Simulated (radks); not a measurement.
# Taking charge from the 2p level of K⁶⁺ in fractions

An exercise on one series of results from a longer session: the logs are not shown, and one member is left open.

Program: radks (a radial shooting solver on a logarithmic mesh, Libxc functionals) version 1. Level of theory: Dirac Kohn-Sham, LDA (Slater exchange, Perdew-Wang correlation), spin-unpolarised, spherical densities, point nucleus; open shells fill j = l - 1/2 first. These are calculated values, not measurements, unless marked.

### The atom as given

- element: potassium (Z = 19)
- charge: +6
- electrons: 13
- configuration: [He] 2s2 2p(1/2: 2, 3/2: 4) 3s2 3p1

A shell typed twice in an input gives the lower j, then the higher j.

Set-up of the first run:

Settings of this run:

```text
Z 19
configuration [He] 2s2 2p2 2p4 3s2 3p1
relativity Dirac
functional lda,pw
spin unpolarised
j_filling energy
nucleus point
c 137.035999084
```

Among the steps run: Start: [He] 2s2 2p(1/2: 2, 3/2: 4) 3s2 3p1.

One table of the session follows, with a row left open; its other results are not shown here.

It belongs to the step «Start: [He] 2s2 2p(1/2: 2, 3/2: 4) 3s2 3p1». Radial moments (bohr):

```
level      <r>  outermost maximum (interpolated)  90 % within  nodes
1s1/2  0.08122                            0.0531        0.145      0
2s1/2   0.3865                             0.318        0.602      1
2p1/2   0.3463                             0.260        0.572      0
2p3/2   0.3487                             0.262        0.576      0
3s1/2    1.111                              1.00         1.63      2
3p1/2        ?                                 ?            ?      ?
3p3/2    1.153                              1.03         1.72      1
```

Q: Estimate the row for 3p1/2 from the others.

The run gave: <r>: 1.149; outermost maximum (interpolated): 1.03; 90 % within: 1.72; nodes: 1. In the column «<r>» it lies between 3s1/2 (1.111) and 3p3/2 (1.153).
